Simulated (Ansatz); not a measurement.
**CH₆GeS: one species, many methods**

An exercise on one series of results from a longer session: the logs are not shown, and one member is left open.

Computed with Ansatz 0.2.0, Gaussian basis. Level: functionals in def2-TZVPP, the program's frozen cores in correlated methods.

Plan: LDA (SPW92), PBE-D4, revPBE-D4, BLYP-D4, r2SCAN-D4, B97M-V, PBE0-D4, B3LYP-D4, r2SCANh-D4, r2SCAN0-D4, HSE06-D4, BHLYP-D4, CAM-B3LYP-D4, LC-ωPBE, ωB97X-V, ωB97M-V, B2PLYP, PBE-QIDH; CCSD(T)/def2-SVP; CCSD(T)/def2-TZVPP; CCSD(T)/def2-QZVPP; extrapolation to the limit; RPA on PBE.

## Structure used throughout

All runs share one geometry, relaxed beforehand with PBE0-D4 in a triple-zeta def2 set.

SMILES `C[S][GeH3]`, 9 atoms, charge 0, spin multiplicity 1.

Atoms are counted from 1 here; the program's logs count them from 0.

Bond lengths: C1–S2 1.813 Å, C1–H4 1.090 Å, C1–H5 1.090 Å, C1–H6 1.090 Å, S2–Ge3 2.212 Å, Ge3–H7 1.533 Å, Ge3–H8 1.540 Å, Ge3–H9 1.540 Å. Angles: S2–C1–H4 111.3°, S2–C1–H5 106.7°, S2–C1–H6 111.3°, H4–C1–H5 108.7°, H4–C1–H6 109.9°, H5–C1–H6 108.7°, C1–S2–Ge3 99.2°, S2–Ge3–H7 106.6°, S2–Ge3–H8 109.9°, S2–Ge3–H9 109.9°, H7–Ge3–H8 110.8°, H7–Ge3–H9 110.7°, H8–Ge3–H9 108.9°.

The first run:

Input file in.yaml:

```yaml
crystal:
  periodic: [false, false, false]
  atoms:
    - {symbol: C, position_ang: [-0.731374, 1.034642, -0.884754]}
    - {symbol: S, position_ang: [0.995766, 0.493006, -0.775129]}
    - {symbol: Ge, position_ang: [0.793176, -1.010543, 0.834397]}
    - {symbol: H, position_ang: [-1.388404, 0.211200, -1.166278]}
    - {symbol: H, position_ang: [-0.771957, 1.796305, -1.663420]}
    - {symbol: H, position_ang: [-1.069498, 1.475295, 0.053594]}
    - {symbol: H, position_ang: [2.192063, -1.592928, 1.068449]}
    - {symbol: H, position_ang: [-0.191287, -2.112648, 0.401623]}
    - {symbol: H, position_ang: [0.260013, -0.340729, 2.114318]}
basis:
  gaussian: {orbitals: def2-TZVPP}
hamiltonian: {xc: lda}
output: {orbitals: {seedname: orbitals}}
```

On the command line:

```
ansatz run in.yaml --threads 2 --pin off --events-out ev --progress --plain --max-ram 32768MiB --backend cpu
```

Among the steps run: LDA; PBE-D4 (GGA); revPBE-D4 (GGA); BLYP-D4 (GGA); r2SCAN-D4 (meta-GGA); B97M-V (meta-GGA); PBE0-D4 (hybrid); B3LYP-D4 (hybrid); r2SCANh-D4 (hybrid); r2SCAN0-D4 (hybrid); HSE06-D4 (hybrid); BHLYP-D4 (hybrid); CAM-B3LYP-D4 (range-separated); LC-ωPBE (range-separated); ωB97X-V (range-separated); ωB97M-V (range-separated); B2PLYP (double hybrid); PBE-QIDH (double hybrid).

One of the session's tables, all rows but one given; the rest of the session is left out.

| functional | HOMO (eV) | gap (eV) |
| --- | --- | --- |
| LDA (SPW92) | -5.63 | 4.64 |
| PBE-D4 | -5.56 | 4.80 |
| revPBE-D4 | -5.52 | 4.87 |
| BLYP-D4 | -5.41 | 4.74 |
| r2SCAN-D4 | -5.81 | 5.36 |
| B97M-V | -5.94 | 5.41 |
| PBE0-D4 | -6.77 | 6.90 |
| B3LYP-D4 | ? | ? |
| r2SCANh-D4 | -6.26 | 6.12 |
| r2SCAN0-D4 | -6.93 | 7.25 |
| HSE06-D4 | -6.37 | 6.13 |
| BHLYP-D4 | -7.85 | 8.87 |
| CAM-B3LYP-D4 | -8.08 | 9.21 |
| LC-ωPBE | -9.47 | 11.79 |
| ωB97X-V | -9.12 | 11.30 |
| ωB97M-V | -8.96 | 10.90 |

**Question.** Estimate the row for B3LYP-D4.

Worked estimate for «HOMO (eV)». Against the share of exact exchange, BLYP-D4 (0, -5.41), BHLYP-D4 (0.5, -7.85) give a slope of -4.88 per unit share; at 0.2 the line stands at -6.39.

The run gave: HOMO (eV): -6.54; gap (eV): 6.41. In «HOMO (eV)» the line misses by +0.15.
